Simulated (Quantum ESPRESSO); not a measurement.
NiO:

```
CELL_PARAMETERS angstrom
3.11586 0.00000 0.00000
0.00000 3.11586 0.00000
0.00000 0.00000 4.56222
ATOMIC_POSITIONS crystal
Ni 0.00000 0.00000 0.00000
Ni 0.50000 0.50000 0.00000
O 0.50000 0.00000 0.26700
O 0.00000 0.50000 0.73300
```

The cell was built by a generator and needn't be a form met in nature.

Base run:

| Property | Result |
| --- | --- |
| Program | Quantum ESPRESSO 7.5 |
| Functional | LDA |
| Potentials or basis | GBRV 1.5 LDA |
| Cutoff | 612 eV |
| Density cutoff | 4898 eV |
| k mesh | 6 × 6 × 4 |
| Occupations | gaussian, width 0.05 eV |
| Spin | collinear spin, ferromagnetic start |
| Starting moments | [2.0, 2.0, 0.0, 0.0] μB |
| Hubbard terms | Ni d U = 6 eV |

Its results: band gap on the k mesh none (metal or under the smearing width); pressure 17.1 GPa; net moment 4.00 μB per cell; site moments Ni +1.48; O +0.44 μB; largest force 0.552 eV/Å.

Problem. The run is repeated on the same cell with these changes: hubbard terms from Ni d U = 6 eV to Ni d U = 1 eV. What comes out?

Solution. Band gap on the k mesh none (metal or under the smearing width); pressure 7.1 GPa; net moment 4.00 μB per cell; site moments Ni +1.38; O +0.58 μB; largest force 1.565 eV/Å.

Caveats: forces of over 1 eV/Å show positions far from the minimum, so gaps and moduli don't describe the material at rest (some runs).
